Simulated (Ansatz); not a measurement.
# BrGeHS: up Jacob's ladder to CCSD(T)

Aim: compute BrGeHS with functionals from several rungs and with coupled cluster, and see how far each lands from CCSD(T) at the basis-set limit for the atomisation energy.

The runs use Ansatz 0.2.0, Gaussian basis; functionals in def2-TZVPP, the program's frozen cores in correlated methods.

Plan: LDA (SPW92), PBE-D4, revPBE-D4, BLYP-D4, r2SCAN-D4, B97M-V, PBE0-D4, B3LYP-D4, r2SCANh-D4, r2SCAN0-D4, HSE06-D4, BHLYP-D4, CAM-B3LYP-D4, LC-ωPBE, ωB97X-V, ωB97M-V, B2PLYP, PBE-QIDH; CCSD(T)/def2-SVP; CCSD(T)/def2-TZVPP; MP2/def2-QZVPP; extrapolation to the limit; RPA on PBE.

### Step 1. The geometry

The geometry comes from an earlier relaxation with PBE0-D4 in a triple-zeta def2 set; it is a stationary point.

SMILES `[SH][Ge][Br]`, 4 atoms, charge 0, spin multiplicity 1.

Atoms are counted from 1 here; the program's logs count them from 0.

Bond lengths: S1–Ge2 2.237 Å, S1–H4 1.344 Å, Ge2–Br3 2.358 Å. Angles: Ge2–S1–H4 96.8°, S1–Ge2–Br3 99.8°.

### Step 2. LDA

This LDA is Slater exchange with PW92 correlation.

in.yaml reads:

```yaml
crystal:
  periodic: [false, false, false]
  atoms:
    - {symbol: S, position_ang: [-0.495377, 1.211852, -0.684372]}
    - {symbol: Ge, position_ang: [-0.978429, -0.944285, -0.333532]}
    - {symbol: Br, position_ang: [0.876037, -1.561753, 0.985278]}
    - {symbol: H, position_ang: [0.653269, 1.233985, 0.012327]}
basis:
  gaussian: {orbitals: def2-TZVPP}
hamiltonian: {xc: lda}
output: {orbitals: {seedname: orbitals}}
```

After this run come: PBE-D4 (GGA); revPBE-D4 (GGA); BLYP-D4 (GGA); r2SCAN-D4 (meta-GGA); B97M-V (meta-GGA); PBE0-D4 (hybrid); B3LYP-D4 (hybrid); r2SCANh-D4 (hybrid); r2SCAN0-D4 (hybrid); HSE06-D4 (hybrid); BHLYP-D4 (hybrid); CAM-B3LYP-D4 (range-separated); LC-ωPBE-D4 (range-separated); ωB97X-V (range-separated); ωB97M-V (range-separated); B2PLYP (double hybrid); PBE-QIDH (double hybrid); CCSD(T) in def2-SVP; CCSD(T) in def2-TZVPP; MP2 in def2-QZVPP; RPA on PBE orbitals.

Before running them: what should the planned runs give, taken together? Wanted: atomisation energy, CCSD(T)/CBS; farthest beyond LDA; mean size of error, GGA; mean size of error, meta-GGA; mean size of error, hybrid; mean size of error, range-separated; mean size of error, double hybrid; gap, smallest and largest; T1 diagnostic.

As calculated:

```
                               quantity                                                                          value
        atomisation energy, CCSD(T)/CBS                                                                 254.8 kcal/mol
functionals within 2.5 kcal/mol (1.0 %)  revPBE-D4, BLYP-D4, r2SCAN-D4, B97M-V, PBE0-D4, r2SCANh-D4, HSE06-D4, ωB97X-V
                    farthest beyond LDA                                                       LC-ωPBE (-15.3 kcal/mol)
                mean size of error, GGA                                                                   2.8 kcal/mol
           mean size of error, meta-GGA                                                                   2.2 kcal/mol
             mean size of error, hybrid                                                                   4.6 kcal/mol
    mean size of error, range-separated                                                                   6.8 kcal/mol
      mean size of error, double hybrid                                                                   7.0 kcal/mol
              gap, smallest and largest                                       2.90 eV (LDA (SPW92)), 9.21 eV (LC-ωPBE)
                          T1 diagnostic                                                                         0.0123
triples share of the correlation energy                                                                          4.1 %
```

LDA overbinds by 44.7 kcal/mol (18 %). PBE-D4 misses by +7.0 kcal/mol. Double hybrids carry the basis error of their MP2 part in triple zeta, and no dispersion term here, so their miss is partly the set-up's. By mean error the best rung here is meta-GGA (2.2 kcal/mol) and the worst beyond LDA is double hybrid (7.0 kcal/mol). The gap between the best rungs is small, so their order is not settled. Misses under about 2.5 kcal/mol are within the doubt on the reference itself, which lacks core-valence correlation, relativity and higher excitations, and its outer-core shells are covered unevenly. All levels share the lack of spin-orbit coupling, which lowers the free heavy atoms and so the true binding. Hartree-Fock recovers 65 % of the binding; the rest is correlation. CCSD(T) in def2-SVP is off by -30.3 kcal/mol, more than most functionals: a good method in a small basis is no reference. Orbital gaps span 2.9 to 9.2 eV; exact exchange widens them. Correlated methods include outer-core shells of Br, Ge, which these sets cover unevenly.
